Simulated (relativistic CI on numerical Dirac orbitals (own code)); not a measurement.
**V²⁺: one ion under different settings**

Aim: see what numerical and physical settings do to the SCF, the total energy and the lowest levels of V²⁺.

Program: relativistic CI on numerical Dirac orbitals (own code) version 3. Level of theory: Dirac-Coulomb-Breit CI, KLI orbitals optimised for each configuration, model QED (radiative potential, 1s self-energy scaled to tabulated hydrogen-like ionisation energies), numerical settings as typed. These are calculated values, not measurements, unless marked.

### 1 The system

| Quantity | Value |
| --- | --- |
| ion | V²⁺ (V III) |
| nuclear charge | 23 |
| electrons | 21 |
| isotope | A = 51 |

### 2 An attempt

Settings, as recorded:

```ini
atom V  Z=23  charge=2  electrons=21
nucleus A=51  rms_radius_fm=3.6002
hamiltonian dirac-coulomb  breit=on  qed=on  c_scale=1
orbitals kli  potential=per-configuration
slater_scale 1
correlation none
mixing on
grid step=0.0125 r_max=49.7
scf mixing=0.4 start=green max_iterations=68 tolerance=2e-08 node_fill=0.05
configurations
  [Ne] 3s2 3d11
  [Ar] 3d2 4s
  [Ar] 3d2 4p
end
```

Started as:

```bash
python run_levels.py task.json out
```

One command runs all members of the session, one after another, from task.json.

Main fields of the result record, rounded:

```text
{
  "status": "refused",
  "warnings": ["configuration [Ne] 3s2 3d11: a shell holds more than 4l+2 electrons"]
}
```

It took 0.00062 s on 1 thread of Neoverse-V1, shared host.

Diagnosis: the program refused the input. A shell of angular momentum l holds at most 4l + 2 electrons, and one was typed with more. The input had a shell typed with too many electrons. The cure is to correct the occupation.

### 3 With the usual settings

Settings: those of step 2 with these lines changed.

```diff
@@ -8,5 +8,5 @@
 grid step=0.0125 r_max=49.7
-scf mixing=0.4 start=green max_iterations=68 tolerance=2e-08 node_fill=0.05
+scf mixing=0.4 start=green max_iterations=150 tolerance=2e-08 node_fill=0.05
 configurations
-  [Ne] 3s2 3d11
+  [Ar] 3d3
   [Ar] 3d2 4s
```

From the record:

```text
{
  "status": "converged",
  "levels [i, E_cm, J2, conf, term, w_term, w_jj]": [
    [0, 0, 3, "3d3", "4F", 0.9998, 0.3596],
    [1, 131.60453, 5, "3d3", "4F", 0.9999, 0.7502],
    [2, 311.02247, 7, "3d3", "4F", 0.9999, 0.7927],
    [3, 534.14195, 9, "3d3", "4F", 0.9997, 0.4639],
    [4, 14587.923, 1, "3d3", "4P", 0.9983, 0.5743],
    [5, 14641.07, 7, "3d3", "2G", 0.9993, 0.5],
    [6, 14664.981, 3, "3d3", "4P", 0.9957, 0.4137],
    [7, 14826.304, 5, "3d3", "4P", 0.9997, 0.6206],
    [8, 14841.915, 9, "3d3", "2G", 0.9959, 0.4371],
    [9, 19334.439, 1, "3d3", "2P", 0.9941, 0.572],
    [10, 19442.435, 3, "3d3", "2P", 0.9558, 0.3711],
    [11, 19498.107, 9, "3d3", "2H", 0.9968, 0.4762],
    [12, 19650.186, 11, "3d3", "2H", 1, 1],
    [13, 21148.191, 3, "3d3", "2D", 0.9621, 0.3892],
    "... 16 more rows left out ..."
  ],
  "total_energy [Ha]": -947.03809995,
  "n_levels_all": 80,
  "overlap": 1.27069e-12,
  "scf_iterations": [11, 11, 11],
  "orbital_energies [Ha]": {"1s": -197.854, "2s": -23.0733, "2p1/2": -19.5939, "2p3/2": -19.333, "3s": -3.45967, "3p1/2": -2.51642, "3p3/2": -2.48663, "3d3/2": -1.04976, "3d5/2": -1.04714},
  "configurations [conf, odd, states, E_av_Ha, breit_Ha, qed_Ha]": [
    ["3d3", 0, 120, -947.4663062, 0.3078, 0.2048],
    ["3d2 4s", 0, 90, -947.3067289, 0.3084, 0.205],
    ["3d2 4p", 1, 270, -947.1209231, 0.3083, 0.2048]
  ],
  "scf_steps of the first configuration [iteration, E_Ha, residual, outer_eigenvalue_Ha]": [
    [1, -942.9392421, 1.4, -2.06],
    [2, -946.9210992, 0.502, -1.279],
    [3, -947.4393355, 0.0698, -1.014],
    [4, -947.4595501, 0.0499, -1.091],
    [5, -947.4662252, 0.0098, -1.059],
    [6, -947.4662834, 0.000429, -1.047],
    [7, -947.4662969, 0.00015, -1.047],
    [8, -947.4663065, 8.88e-06, -1.047],
    [9, -947.4663062, 2.56e-06, -1.047],
    [10, -947.4663062, 2.66e-08, -1.047],
    [11, -947.4663062, 1.07e-09, -1.047]
  ]
}
```

Wall time 0.15 s (1 thread of Neoverse-V1, shared host).

### 4 End of the grid 24.85, speed-of-light factor 1.25, Breit term off

Settings, as recorded:

```ini
atom V  Z=23  charge=2  electrons=21
nucleus A=51  rms_radius_fm=3.6002
hamiltonian dirac-coulomb  breit=off  qed=on  c_scale=1.25
orbitals kli  potential=per-configuration
slater_scale 1
correlation none
mixing on
grid step=0.0125 r_max=24.85
scf mixing=0.4 start=green max_iterations=150 tolerance=2e-08 node_fill=0.05
configurations
  [Ar] 3d3
  [Ar] 3d2 4s
  [Ar] 3d2 4p
end
```

From the record:

```text
{
  "status": "converged",
  "levels [i, E_cm, J2, conf, term, w_term]": [
    [0, 0, 3, "3d3", "4F", 0.9999],
    [1, 101.72044, 5, "3d3", "4F", 0.9999],
    [2, 242.79885, 7, "3d3", "4F", 1],
    [3, 421.95452, 9, "3d3", "4F", 0.9998],
    [4, 14574.457, 1, "3d3", "4P", 0.9991],
    [5, 14631.701, 3, "3d3", "4P", 0.9977],
    [6, 14642.109, 7, "3d3", "2G", 0.9994],
    [7, 14748.218, 5, "3d3", "4P", 0.9998],
    "... 22 more rows left out ..."
  ],
  "total_energy [Ha]": -945.40238309,
  "n_levels_all": 80,
  "overlap": 1.41646e-12,
  "scf_iterations": [11, 11, 11],
  "orbital_energies [Ha]": {"1s": -197.352, "2s": -22.9745, "2p1/2": -19.5168, "2p3/2": -19.3507, "3s": -3.44554, "3p1/2": -2.50731, "3p3/2": -2.48836, "3d3/2": -1.05156, "3d5/2": -1.04988},
  "configurations [conf, odd, states, E_av_Ha, breit_Ha, qed_Ha]": [
    ["3d3", 0, 120, -945.5121173, 0, 0.194],
    ["3d2 4s", 0, 90, -945.3483883, 0, 0.1942],
    ["3d2 4p", 1, 270, -945.1640736, 0, 0.194]
  ],
  "scf_steps of the first configuration [iteration, E_Ha, residual, outer_eigenvalue_Ha]": [
    [1, -941.068163, 1.39, -2.059],
    [2, -944.9779838, 0.496, -1.282],
    [3, -945.4858177, 0.0688, -1.017],
    [4, -945.5055455, 0.0494, -1.093],
    [5, -945.5120404, 0.00969, -1.062],
    [6, -945.5120946, 0.000429, -1.049],
    [7, -945.512108, 0.000152, -1.05],
    [8, -945.5121176, 8.8e-06, -1.05],
    [9, -945.5121174, 2.77e-06, -1.05],
    [10, -945.5121173, 2.51e-08, -1.05],
    [11, -945.5121173, 1.03e-09, -1.05]
  ]
}
```

Run time: 0.14 s. Hardware: 1 thread of Neoverse-V1, shared host.

A changed speed of light describes a fictitious ion. The QED potentials keep the true α.

### 5 End of the grid 149.1, node fill 0.2, speed-of-light factor 0.8

Settings, as recorded:

```ini
atom V  Z=23  charge=2  electrons=21
nucleus A=51  rms_radius_fm=3.6002
hamiltonian dirac-coulomb  breit=on  qed=on  c_scale=0.8
orbitals kli  potential=per-configuration
slater_scale 1
correlation none
mixing on
grid step=0.0125 r_max=149.1
scf mixing=0.4 start=green max_iterations=150 tolerance=2e-08 node_fill=0.2
configurations
  [Ar] 3d3
  [Ar] 3d2 4s
  [Ar] 3d2 4p
end
```

From the record:

```text
{
  "status": "converged",
  "levels [i, E_cm, J2, conf, term, w_term]": [
    [0, 0, 3, "3d3", "4F", 0.9993],
    [1, 215.66353, 5, "3d3", "4F", 0.9997],
    [2, 507.19784, 7, "3d3", "4F", 0.9998],
    [3, 866.19992, 9, "3d3", "4F", 0.9991],
    [4, 14480.421, 1, "3d3", "4P", 0.9954],
    [5, 14534.291, 7, "3d3", "2G", 0.9988],
    [6, 14590.662, 3, "3d3", "4P", 0.9883],
    [7, 14847.94, 9, "3d3", "2G", 0.9894],
    "... 22 more rows left out ..."
  ],
  "total_energy [Ha]": -949.93795737,
  "n_levels_all": 80,
  "overlap": 1.35648e-12,
  "scf_iterations": [12, 11, 11],
  "orbital_energies [Ha]": {"1s": -198.263, "2s": -23.0755, "2p1/2": -19.5465, "2p3/2": -19.1375, "3s": -3.45702, "3p1/2": -2.5049, "3p3/2": -2.45846, "3d3/2": -1.02487, "3d5/2": -1.02096},
  "configurations [conf, odd, states, E_av_Ha, breit_Ha, qed_Ha]": [
    ["3d3", 0, 120, -950.5560579, 0.4817, 0.2205],
    ["3d2 4s", 0, 90, -950.4028237, 0.4825, 0.2207],
    ["3d2 4p", 1, 270, -950.2146747, 0.4824, 0.2205]
  ],
  "scf_steps of the first configuration [iteration, E_Ha, residual, outer_eigenvalue_Ha]": [
    [1, -945.8990118, 1.47, -2.062],
    [2, -950.0445316, 0.529, -1.257],
    [3, -950.5241611, 0.0732, -0.9871],
    [4, -950.5579461, 0.0524, -1.066],
    [5, -950.5573972, 0.0107, -1.034],
    [6, -950.5559743, 0.000352, -1.021],
    [7, -950.5560536, 4.9e-05, -1.021],
    [8, -950.5560413, 7.96e-05, -1.021],
    [9, -950.5560583, 2.52e-06, -1.021],
    [10, -950.556058, 1.01e-06, -1.021],
    [11, -950.5560579, 2.08e-08, -1.021],
    [12, -950.5560579, 5.09e-09, -1.021]
  ]
}
```

Run time: 0.16 s. Hardware: 1 thread of Neoverse-V1, shared host.

With a scaled speed of light this is not the real ion; the QED potentials keep the true α and change only through the orbitals.

### 6 End of the grid 24.85, speed-of-light factor 2, node fill 0.2

Settings, as recorded:

```ini
atom V  Z=23  charge=2  electrons=21
nucleus A=51  rms_radius_fm=3.6002
hamiltonian dirac-coulomb  breit=on  qed=on  c_scale=2
orbitals kli  potential=per-configuration
slater_scale 1
correlation none
mixing on
grid step=0.0125 r_max=24.85
scf mixing=0.4 start=green max_iterations=150 tolerance=2e-08 node_fill=0.2
configurations
  [Ar] 3d3
  [Ar] 3d2 4s
  [Ar] 3d2 4p
end
```

From the record:

```text
{
  "status": "converged",
  "levels [i, E_cm, J2, conf, term, w_term]": [
    [0, 0, 3, "3d3", "4F", 1],
    [1, 34.888733, 5, "3d3", "4F", 1],
    [2, 83.00798, 7, "3d3", "4F", 1],
    [3, 143.67493, 9, "3d3", "4F", 1],
    [4, 14349.968, 1, "3d3", "4P", 0.9999],
    [5, 14372.831, 3, "3d3", "4P", 0.9997],
    [6, 14398.394, 7, "3d3", "2G", 0.9995],
    [7, 14412.372, 5, "3d3", "4P", 1],
    "... 22 more rows left out ..."
  ],
  "total_energy [Ha]": -943.23970865,
  "n_levels_all": 80,
  "overlap": 1.48422e-12,
  "scf_iterations": [11, 11, 11],
  "orbital_energies [Ha]": {"1s": -196.425, "2s": -22.7158, "2p1/2": -19.2662, "2p3/2": -19.2021, "3s": -3.40558, "3p1/2": -2.47182, "3p3/2": -2.46455, "3d3/2": -1.03119, "3d5/2": -1.03055},
  "configurations [conf, odd, states, E_av_Ha, breit_Ha, qed_Ha]": [
    ["3d3", 0, 120, -943.4136407, 0.0763, 0.1803],
    ["3d2 4s", 0, 90, -943.2452645, 0.07643, 0.1805],
    ["3d2 4p", 1, 270, -943.0625607, 0.07642, 0.1804]
  ],
  "scf_steps of the first configuration [iteration, E_Ha, residual, outer_eigenvalue_Ha]": [
    [1, -939.0611094, 1.41, -2.058],
    [2, -942.941229, 0.509, -1.268],
    [3, -943.3843328, 0.0694, -0.9984],
    [4, -943.4158627, 0.0501, -1.074],
    [5, -943.414942, 0.0103, -1.043],
    [6, -943.4135659, 0.0003, -1.03],
    [7, -943.4135939, 0.00022, -1.03],
    [8, -943.4136421, 8.43e-06, -1.031],
    [9, -943.413642, 7.87e-06, -1.031],
    [10, -943.4136407, 2.63e-08, -1.031],
    [11, -943.4136407, 1.35e-08, -1.031]
  ]
}
```

Wall time 0.15 s (1 thread of Neoverse-V1, shared host).

A changed speed of light describes a fictitious ion. The QED potentials keep the true α.

### 7 Grid step 0.008, Slater scale 0.5

Settings, as recorded:

```ini
atom V  Z=23  charge=2  electrons=21
nucleus A=51  rms_radius_fm=3.6002
hamiltonian dirac-coulomb  breit=on  qed=on  c_scale=1
orbitals kli  potential=per-configuration
slater_scale 0.5
correlation none
mixing on
grid step=0.008 r_max=49.7
scf mixing=0.4 start=green max_iterations=150 tolerance=2e-08 node_fill=0.05
configurations
  [Ar] 3d3
  [Ar] 3d2 4s
  [Ar] 3d2 4p
end
```

From the record:

```text
{
  "status": "converged",
  "levels [i, E_cm, J2, conf, term, w_term]": [
    [0, 0, 3, "3d3", "4F", 0.9991],
    [1, 130.20339, 5, "3d3", "4F", 0.9996],
    [2, 304.76366, 7, "3d3", "4F", 0.9996],
    [3, 517.65211, 9, "3d3", "4F", 0.9987],
    [4, 7377.3976, 1, "3d3", "4P", 0.9937],
    [5, 7417.6462, 7, "3d3", "2G", 0.9992],
    [6, 7437.3402, 3, "3d3", "4P", 0.9841],
    [7, 7601.0939, 9, "3d3", "2G", 0.9853],
    "... 22 more rows left out ..."
  ],
  "total_energy [Ha]": -946.99663407,
  "n_levels_all": 80,
  "overlap": 5.92062e-14,
  "scf_iterations": [11, 11, 11],
  "orbital_energies [Ha]": {"1s": -197.854, "2s": -23.0733, "2p1/2": -19.5939, "2p3/2": -19.333, "3s": -3.45967, "3p1/2": -2.51642, "3p3/2": -2.48663, "3d3/2": -1.04976, "3d5/2": -1.04714},
  "configurations [conf, odd, states, E_av_Ha, breit_Ha, qed_Ha]": [
    ["3d3", 0, 120, -947.4663377, 0.3078, 0.2048],
    ["3d2 4s", 0, 90, -947.3067604, 0.3084, 0.205],
    ["3d2 4p", 1, 270, -947.1209545, 0.3083, 0.2048]
  ],
  "scf_steps of the first configuration [iteration, E_Ha, residual, outer_eigenvalue_Ha]": [
    [1, -942.9392728, 1.4, -2.06],
    [2, -946.9211306, 0.502, -1.279],
    [3, -947.4393671, 0.0698, -1.014],
    [4, -947.4595845, 0.0499, -1.091],
    [5, -947.4662568, 0.00979, -1.059],
    [6, -947.4663149, 0.00043, -1.047],
    [7, -947.466328, 0.00016, -1.047],
    [8, -947.466338, 8.79e-06, -1.047],
    [9, -947.4663378, 2.9e-06, -1.047],
    [10, -947.4663377, 2.43e-08, -1.047],
    [11, -947.4663377, 1.21e-09, -1.047]
  ]
}
```

Run time: 0.22 s. Hardware: 1 thread of Neoverse-V1, shared host.

### 8 Potential mixing 0.001

Settings, as recorded:

```ini
atom V  Z=23  charge=2  electrons=21
nucleus A=51  rms_radius_fm=3.6002
hamiltonian dirac-coulomb  breit=on  qed=on  c_scale=1
orbitals kli  potential=per-configuration
slater_scale 1
correlation none
mixing on
grid step=0.0125 r_max=49.7
scf mixing=0.001 start=green max_iterations=79 tolerance=2e-08 node_fill=0.05
configurations
  [Ar] 3d3
  [Ar] 3d2 4s
  [Ar] 3d2 4p
end
```

From the record:

```text
{
  "status": "converged",
  "levels [i, E_cm, J2, conf, term, w_term]": [
    [0, 0, 3, "3d3", "4F", 0.9998],
    [1, 131.60453, 5, "3d3", "4F", 0.9999],
    [2, 311.02247, 7, "3d3", "4F", 0.9999],
    [3, 534.14195, 9, "3d3", "4F", 0.9997],
    [4, 14587.923, 1, "3d3", "4P", 0.9983],
    [5, 14641.07, 7, "3d3", "2G", 0.9993],
    [6, 14664.981, 3, "3d3", "4P", 0.9957],
    [7, 14826.304, 5, "3d3", "4P", 0.9997],
    "... 22 more rows left out ..."
  ],
  "total_energy [Ha]": -947.03809995,
  "n_levels_all": 80,
  "overlap": 1.27044e-12,
  "scf_iterations": [18, 17, 17],
  "orbital_energies [Ha]": {"1s": -197.854, "2s": -23.0733, "2p1/2": -19.5939, "2p3/2": -19.333, "3s": -3.45967, "3p1/2": -2.51642, "3p3/2": -2.48663, "3d3/2": -1.04976, "3d5/2": -1.04714},
  "configurations [conf, odd, states, E_av_Ha, breit_Ha, qed_Ha]": [
    ["3d3", 0, 120, -947.4663062, 0.3078, 0.2048],
    ["3d2 4s", 0, 90, -947.3067289, 0.3084, 0.205],
    ["3d2 4p", 1, 270, -947.1209231, 0.3083, 0.2048]
  ],
  "scf_steps of the first configuration [iteration, E_Ha, residual, outer_eigenvalue_Ha]": [
    [1, -942.9392421, 1.4, -2.06],
    [2, -942.9532166, 1.4, -2.058],
    [3, -947.3290241, 0.124, -0.9556],
    [4, -947.3877903, 0.165, -1.025],
    [5, -947.3576234, 0.0994, -0.9742],
    [6, -947.4618316, 0.0379, -1.091],
    [7, -947.4648322, 0.0259, -1.08],
    [8, -947.4645626, 0.0271, -1.081],
    [9, -947.4662704, 0.00035, -1.047],
    [10, -947.4662876, 0.000361, -1.048],
    [11, -947.4662978, 0.000694, -1.048],
    [12, -947.4663068, 2.13e-05, -1.047],
    [13, -947.4663069, 1.92e-05, -1.047],
    [14, -947.4663069, 1.87e-05, -1.047],
    [15, -947.4663062, 1.26e-07, -1.047],
    [16, -947.4663062, 9.3e-08, -1.047],
    [17, -947.4663062, 8.61e-08, -1.047],
    [18, -947.4663062, 5.62e-10, -1.047]
  ]
}
```

Run time: 0.18 s. Hardware: 1 thread of Neoverse-V1, shared host.

An extreme setting, but here it did no harm: energy and levels are those of the usual run.

### 9 Comparison

| setting | total energy less usual (Ha) | largest shift of a level among the lowest eight of both runs, same label and place (cm⁻¹) | SCF iterations | time | lowest level | kind of change |
| --- | --- | --- | --- | --- | --- | --- |
| usual | 0 | 0 | 33 | 0.15 s | 3d3 4F3/2 | - |
| end of the grid 24.85, speed-of-light factor 1.25, Breit term off | 1.64 | 112 | 33 | 0.14 s | 3d3 4F3/2 | unphysical constant |
| end of the grid 149.1, node fill 0.2, speed-of-light factor 0.8 | -2.9 | 332 | 34 | 0.16 s | 3d3 4F3/2 | unphysical constant |
| end of the grid 24.85, speed-of-light factor 2, node fill 0.2 | 3.8 | 414 | 33 | 0.15 s | 3d3 4F3/2 | unphysical constant |
| grid step 0.008, Slater scale 0.5 | 0.0415 | 7230 | 33 | 0.22 s | 3d3 4F3/2 | model term |
| potential mixing 0.001 | 0 | 0 | 52 | 0.18 s | 3d3 4F3/2 | extreme, harmless here |

### 10 Outcome

```
                    quantity         value
lowest level, usual settings     3d3 4F3/2
                total energy  -947.0381 Ha
            first excitation    131.6 cm⁻¹
       runs without a result             1
```

In words: Among the runs whose levels can be followed, they move most under «grid step 0.008, Slater scale 0.5» (model term), by up to 7230 cm⁻¹. No visible change in the result comes from «potential mixing 0.001». «Potential mixing 0.001» costs 52 SCF iterations against 33. Only the listed configurations are in the model. Near neutrality, missing correlation can shift configurations against each other by thousands of cm⁻¹.
